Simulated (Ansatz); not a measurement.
# CuN: the cost of one run

Program: Ansatz 0.2.0, Gaussian basis. Level of theory: def2-QZVPP, core rule «outside noble gas», up to 10 orbitals frozen. These are calculated values, not measurements.

The runs, in order: UHF; ROHF; CCSD(T) on UHF.

2 further runs of the same task are left out: 2 set aside as unsound or not needed.

### Step 1. The system

The geometry is a PBE0/def2-TZVP stationary point (not a proven minimum) of the parent state, kept for this charge and spin.

2 atoms, charge 1, spin multiplicity 2.

Atoms are counted from 1 here; the program's logs count them from 0.

Bond lengths: Cu1–N2 1.810 Å.

### Step 2. UHF

in.yaml reads:

```yaml
crystal:
  periodic: [false, false, false]
  atoms:
    - {symbol: Cu, position_ang: [0.000000, 0.000000, 0.000000]}
    - {symbol: N, position_ang: [0.000000, 0.000000, 1.810200]}
basis:
  gaussian: {orbitals: "def2-QZVPP.json"}
total_charge: 1
magnetization: {spin_polarized: true, initial_magnetization: 1}
hamiltonian: {xc: hf}
output: {orbitals: {seedname: orbitals}}
```

Launch:

```sh
$ ansatz run in.yaml --threads 1 --pin off --events-out ev --progress --plain --max-ram 4096MiB --backend cpu
```

What time and memory should one allow on 1 thread of AMD EPYC 7R13, shared host?

About 43 s, with a peak of 0.46 GiB.
